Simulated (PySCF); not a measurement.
**C4H7NSi: electronic excitations and core binding energies**

Aim: predict the electronic excitations and core binding energies of C4H7NSi (`C#C[SiH2]/C=N\C`).

The runs use PySCF 2.14.0, with density-fitted response routines of our own; the level of theory stands in each step. All values are computed, except where a source is named. Atoms count from 0, in the outputs and in this text.

### Step 1. Starting geometry

13 atoms, charge 0, multiplicity 1; geometry from: GFN2-xTB.

Bonds of the start (Å): C0–C1 1.20, C1–Si2 1.85, Si2–C3 1.91, C3–N4 1.26, N4–C5 1.42, C0–H6 1.05, Si2–H7 1.47, Si2–H8 1.47, C3–H9 1.09, C5–H10 1.09, C5–H11 1.10, C5–H12 1.09.

### Step 2. Excited states and response: PBE0/def2-SVPD

What the job is given:

```
{"job": {"kind": "uv", "xc": "PBE0", "basis": "def2-SVPD", "nstates": 8, "ntriplets": 3}, "charge": 0, "multiplicity": 1}
C      2.538194    -1.008140    -0.431458
C      1.768286    -0.085130    -0.474142
Si     0.559649     1.314987    -0.520550
C     -0.770383     1.055263     0.832009
N     -1.532940     0.080755     1.054883
C     -1.507661    -1.096847     0.254349
H      3.216437    -1.812303    -0.398567
H      1.261216     2.560899    -0.198801
H     -0.057131     1.364105    -1.852238
H     -0.906009     1.884150     1.524957
H     -1.296736    -1.943367     0.909748
H     -0.770029    -1.072070    -0.559071
H     -2.507280    -1.241815    -0.158845
```

Method: TDDFT PBE0/def2-SVPD, vertical, gas phase, core orbitals frozen in the response.

The run is started by

```bash
OMP_NUM_THREADS=1 python probes_run.py task.json out
```

The driver reads the jobs from task.json and runs them one after another.

**Question.** This job is followed by: delta-SCF UKS SCAN, pcX-2 on the ionised atom, pcseg-1 elsewhere, spin-free X2C. Predict these results of the whole session: lowest singlet (PBE0/def2-SVPD); brightest of those computed; lowest triplet; C1s binding energies (3 of 4 atoms); Si1s binding energies; Si2p binding energies; N1s binding energies.

The runs gave:

| quantity | value |
| --- | --- |
| lowest singlet (PBE0/def2-SVPD) | 3.95 eV (314 nm), f = 0.000 |
| brightest of those computed | state 3, 5.73 eV, f = 0.061 |
| lowest triplet | 3.15 eV |
| C1s binding energies (3 of 4 atoms) | C5 291.33, C3 291.03, C0 290.30 eV |
| Si1s binding energies | Si2 1846.86 eV |
| Si2p binding energies | Si2 107.28 eV |
| N1s binding energies | N4 404.69 eV |

**Reading.** The lowest singlet, at 3.95 eV, is HOMO→LUMO 0.97 and is dark; the strongest absorption computed is state 3 at 5.73 eV. The lowest triplet lies 0.80 eV below the lowest singlet (triplets in Tamm-Dancoff, singlets in full TDDFT). C5 (methyl carbon bonded to N) binds its C1s electron 1.03 eV more tightly than C0 (terminal alkyne carbon). Only 3 of the 4 C atoms are covered by sound results.
